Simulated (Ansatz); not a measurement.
# Molecular dynamics of Cs4Te2O2F7

Input file:

```yaml
accuracy: low
crystal:
  lattice:
    - [3.3475, -7.3202, 0.0]
    - [3.3475, 7.3202, 0.0]
    - [0.0, 0.0, 7.1709]
  atoms:
    - { symbol: Cs, position: [0.43539, 0.56461, 0.25] }
    - { symbol: Cs, position: [0.56461, 0.43539, 0.75] }
    - { symbol: Cs, position: [0.75756, 0.24244, 0.25] }
    - { symbol: Cs, position: [0.24244, 0.75756, 0.75] }
    - { symbol: Te, position: [0.10594, 0.89406, 0.25] }
    - { symbol: Te, position: [0.89406, 0.10594, 0.75] }
    - { symbol: O, position: [0.2271, 0.7729, 0.25] }
    - { symbol: O, position: [0.7729, 0.2271, 0.75] }
    - { symbol: F, position: [0.3306, 0.114, 0.0519] }
    - { symbol: F, position: [0.6694, 0.886, 0.5519] }
    - { symbol: F, position: [0.114, 0.3306, 0.9481] }
    - { symbol: F, position: [0.886, 0.6694, 0.4481] }
    - { symbol: F, position: [0.6694, 0.886, 0.9481] }
    - { symbol: F, position: [0.3306, 0.114, 0.4481] }
    - { symbol: F, position: [0.114, 0.3306, 0.5519] }
basis:
  ecutwfc: 420.0
kpoints:
  mp_grid: { grid: [2, 2, 1] }
hamiltonian:
  xc: pbesol
scf:
  occupations: { method: fermi_dirac, width: 0.05 }
  lower_state_search: "off"
md:
  timestep: 1
  n_steps: 120
  ensemble: nvt_langevin
  temperature: 1500.0
  initial_velocities: maxwell_boltzmann
  seed: 369728
  friction: 0.02
```

Launched with:

```bash
$ ansatz run input.yaml --threads 1 --pin off --max-ram 3072MiB --backend cpu --events-out ev --progress --plain --runs-dir out
```

It starts from an unrelaxed structure (largest force component 2.43 eV/Å).

Output, in part (one step line in 2):

```
md step     0: t =     0.00 fs  T =  1400.0 K  F+E_penalty+E_count = -42878.15765452 eV  E_kin = 2.714460 eV  (27 SCF iters)
md step     2: t =     2.00 fs  T =  1566.1 K  F+E_penalty+E_count = -42878.15459279 eV  E_kin = 3.036429 eV  (16 SCF iters)
md step     4: t =     4.00 fs  T =  1687.4 K  F+E_penalty+E_count = -42878.12753082 eV  E_kin = 3.271657 eV  (16 SCF iters)
md step     6: t =     6.00 fs  T =  1507.6 K  F+E_penalty+E_count = -42878.07560967 eV  E_kin = 2.923154 eV  (10 SCF iters)
md step     8: t =     8.00 fs  T =  1380.0 K  F+E_penalty+E_count = -42877.98698434 eV  E_kin = 2.675616 eV  (10 SCF iters)
md step    10: t =    10.00 fs  T =  1464.5 K  F+E_penalty+E_count = -42877.86430671 eV  E_kin = 2.839485 eV  (14 SCF iters)
md step    12: t =    12.00 fs  T =  1321.0 K  F+E_penalty+E_count = -42877.71502680 eV  E_kin = 2.561264 eV  (11 SCF iters)
md step    14: t =    14.00 fs  T =  1239.3 K  F+E_penalty+E_count = -42877.53043959 eV  E_kin = 2.402909 eV  (10 SCF iters)
md step    16: t =    16.00 fs  T =  1131.0 K  F+E_penalty+E_count = -42877.36048333 eV  E_kin = 2.192915 eV  (9 SCF iters)
md step    18: t =    18.00 fs  T =  1167.7 K  F+E_penalty+E_count = -42877.24790149 eV  E_kin = 2.264049 eV  (10 SCF iters)
md step    20: t =    20.00 fs  T =   971.3 K  F+E_penalty+E_count = -42877.21851178 eV  E_kin = 1.883173 eV  (16 SCF iters)
md step    22: t =    22.00 fs  T =  1161.1 K  F+E_penalty+E_count = -42877.22635486 eV  E_kin = 2.251244 eV  (12 SCF iters)
md step    24: t =    24.00 fs  T =  1123.5 K  F+E_penalty+E_count = -42877.25220340 eV  E_kin = 2.178269 eV  (12 SCF iters)
md step    26: t =    26.00 fs  T =  1263.1 K  F+E_penalty+E_count = -42877.30453648 eV  E_kin = 2.449121 eV  (12 SCF iters)
md step    28: t =    28.00 fs  T =  1226.9 K  F+E_penalty+E_count = -42877.35440082 eV  E_kin = 2.378775 eV  (10 SCF iters)
md step    30: t =    30.00 fs  T =  1371.7 K  F+E_penalty+E_count = -42877.39297277 eV  E_kin = 2.659556 eV  (16 SCF iters)
md step    32: t =    32.00 fs  T =  1291.0 K  F+E_penalty+E_count = -42877.42697240 eV  E_kin = 2.503195 eV  (12 SCF iters)
md step    34: t =    34.00 fs  T =  1386.3 K  F+E_penalty+E_count = -42877.46429107 eV  E_kin = 2.687988 eV  (11 SCF iters)
md step    36: t =    36.00 fs  T =  1308.1 K  F+E_penalty+E_count = -42877.48480225 eV  E_kin = 2.536337 eV  (11 SCF iters)
md step    38: t =    38.00 fs  T =  1344.8 K  F+E_penalty+E_count = -42877.48663872 eV  E_kin = 2.607460 eV  (10 SCF iters)
md step    40: t =    40.00 fs  T =  1356.2 K  F+E_penalty+E_count = -42877.46240649 eV  E_kin = 2.629523 eV  (18 SCF iters)
md step    42: t =    42.00 fs  T =  1238.7 K  F+E_penalty+E_count = -42877.43157464 eV  E_kin = 2.401736 eV  (14 SCF iters)
md step    44: t =    44.00 fs  T =  1104.4 K  F+E_penalty+E_count = -42877.38163270 eV  E_kin = 2.141350 eV  (12 SCF iters)
md step    46: t =    46.00 fs  T =  1128.1 K  F+E_penalty+E_count = -42877.32919193 eV  E_kin = 2.187289 eV  (13 SCF iters)
md step    48: t =    48.00 fs  T =  1425.2 K  F+E_penalty+E_count = -42877.29039490 eV  E_kin = 2.763375 eV  (13 SCF iters)
md step    50: t =    50.00 fs  T =  1460.7 K  F+E_penalty+E_count = -42877.26048862 eV  E_kin = 2.832135 eV  (19 SCF iters)
md step    52: t =    52.00 fs  T =  1294.7 K  F+E_penalty+E_count = -42877.22784512 eV  E_kin = 2.510322 eV  (9 SCF iters)
md step    54: t =    54.00 fs  T =  1194.7 K  F+E_penalty+E_count = -42877.18804472 eV  E_kin = 2.316407 eV  (12 SCF iters)
md step    56: t =    56.00 fs  T =   975.2 K  F+E_penalty+E_count = -42877.14690366 eV  E_kin = 1.890895 eV  (10 SCF iters)
md step    58: t =    58.00 fs  T =   971.4 K  F+E_penalty+E_count = -42877.10204899 eV  E_kin = 1.883428 eV  (11 SCF iters)
md step    60: t =    60.00 fs  T =  1160.7 K  F+E_penalty+E_count = -42877.06177542 eV  E_kin = 2.250508 eV  (16 SCF iters)
md step    62: t =    62.00 fs  T =  1194.5 K  F+E_penalty+E_count = -42877.02677397 eV  E_kin = 2.315999 eV  (11 SCF iters)
md step    64: t =    64.00 fs  T =  1122.7 K  F+E_penalty+E_count = -42876.99849640 eV  E_kin = 2.176886 eV  (11 SCF iters)
md step    66: t =    66.00 fs  T =  1110.7 K  F+E_penalty+E_count = -42876.97347198 eV  E_kin = 2.153540 eV  (11 SCF iters)
md step    68: t =    68.00 fs  T =  1049.8 K  F+E_penalty+E_count = -42876.95631401 eV  E_kin = 2.035396 eV  (12 SCF iters)
md step    70: t =    70.00 fs  T =   899.2 K  F+E_penalty+E_count = -42876.95758533 eV  E_kin = 1.743375 eV  (15 SCF iters)
md step    72: t =    72.00 fs  T =  1030.0 K  F+E_penalty+E_count = -42876.99214374 eV  E_kin = 1.997128 eV  (10 SCF iters)
md step    74: t =    74.00 fs  T =  1065.8 K  F+E_penalty+E_count = -42877.01355362 eV  E_kin = 2.066488 eV  (11 SCF iters)
md step    76: t =    76.00 fs  T =  1055.9 K  F+E_penalty+E_count = -42877.04306361 eV  E_kin = 2.047230 eV  (11 SCF iters)
md step    78: t =    78.00 fs  T =  1079.7 K  F+E_penalty+E_count = -42877.05980909 eV  E_kin = 2.093424 eV  (12 SCF iters)
md step    80: t =    80.00 fs  T =   968.5 K  F+E_penalty+E_count = -42877.03415660 eV  E_kin = 1.877797 eV  (17 SCF iters)
md step    82: t =    82.00 fs  T =  1071.9 K  F+E_penalty+E_count = -42876.98264244 eV  E_kin = 2.078368 eV  (11 SCF iters)
md step    84: t =    84.00 fs  T =  1062.8 K  F+E_penalty+E_count = -42876.95339128 eV  E_kin = 2.060706 eV  (12 SCF iters)
md step    86: t =    86.00 fs  T =  1085.9 K  F+E_penalty+E_count = -42876.95198832 eV  E_kin = 2.105482 eV  (8 SCF iters)
md step    88: t =    88.00 fs  T =  1092.3 K  F+E_penalty+E_count = -42876.95329310 eV  E_kin = 2.117904 eV  (12 SCF iters)
md step    90: t =    90.00 fs  T =  1075.0 K  F+E_penalty+E_count = -42876.94110373 eV  E_kin = 2.084286 eV  (19 SCF iters)
md step    92: t =    92.00 fs  T =  1151.8 K  F+E_penalty+E_count = -42876.92444141 eV  E_kin = 2.233215 eV  (10 SCF iters)
md step    94: t =    94.00 fs  T =  1190.4 K  F+E_penalty+E_count = -42876.89110125 eV  E_kin = 2.308120 eV  (11 SCF iters)
md step    96: t =    96.00 fs  T =  1261.1 K  F+E_penalty+E_count = -42876.84328716 eV  E_kin = 2.445209 eV  (10 SCF iters)
md step    98: t =    98.00 fs  T =  1167.5 K  F+E_penalty+E_count = -42876.78991431 eV  E_kin = 2.263654 eV  (7 SCF iters)
md step   100: t =   100.00 fs  T =  1265.9 K  F+E_penalty+E_count = -42876.71524333 eV  E_kin = 2.454478 eV  (14 SCF iters)
md step   102: t =   102.00 fs  T =  1309.5 K  F+E_penalty+E_count = -42876.64335962 eV  E_kin = 2.538927 eV  (7 SCF iters)
md step   104: t =   104.00 fs  T =  1195.4 K  F+E_penalty+E_count = -42876.60880486 eV  E_kin = 2.317810 eV  (8 SCF iters)
md step   106: t =   106.00 fs  T =  1124.7 K  F+E_penalty+E_count = -42876.62872532 eV  E_kin = 2.180600 eV  (8 SCF iters)
md step   108: t =   108.00 fs  T =  1308.4 K  F+E_penalty+E_count = -42876.67896635 eV  E_kin = 2.536778 eV  (8 SCF iters)
md step   110: t =   110.00 fs  T =  1372.3 K  F+E_penalty+E_count = -42876.73156181 eV  E_kin = 2.660685 eV  (14 SCF iters)
md step   112: t =   112.00 fs  T =  1501.7 K  F+E_penalty+E_count = -42876.80010527 eV  E_kin = 2.911718 eV  (11 SCF iters)
md step   114: t =   114.00 fs  T =  1537.3 K  F+E_penalty+E_count = -42876.88270987 eV  E_kin = 2.980638 eV  (8 SCF iters)
md step   116: t =   116.00 fs  T =  1322.4 K  F+E_penalty+E_count = -42876.94961014 eV  E_kin = 2.563941 eV  (11 SCF iters)
md step   118: t =   118.00 fs  T =  1425.8 K  F+E_penalty+E_count = -42876.99998654 eV  E_kin = 2.764452 eV  (8 SCF iters)
md step   120: t =   120.00 fs  T =  1526.4 K  F+E_penalty+E_count = -42877.04707640 eV  E_kin = 2.959461 eV  (20 SCF iters)
```

All steps were run. The mean temperature of the second half is 21 % below the set value. A run of 0.12 ps of so small a system gives no equilibrium averages. Limits of this set-up: coarse k mesh, odd electron count without spin, low accuracy level.

Mean squared displacements from the first frame to the last, about the centre of mass: Cs 0.09 Å², Te 0.05 Å², O 0.10 Å², F 0.31 Å².

Last frame:

```xyz
15
Lattice="3.3475 -7.3202 0.0000 3.3475 7.3202 0.0000 0.0000 0.0000 7.1709" Properties=species:S:1:pos:R:3
Cs 3.301 0.613 1.746
Cs 3.283 -0.979 5.450
Cs 3.597 -3.434 1.924
Cs 3.240 3.871 5.231
Te 3.588 5.548 1.690
Te 3.295 -5.767 5.298
O 3.287 3.759 2.057
O 3.116 -4.007 5.288
F 1.860 -2.004 0.204
F 4.490 1.333 4.726
F 1.460 1.891 6.722
F 5.296 -1.473 3.259
F 5.545 1.451 7.151
F 1.563 -1.962 3.277
F 1.592 1.380 3.610
```

The run took 14 min on 1 thread of Arm Neoverse V2, on a shared host, peak memory 0.78 GiB.
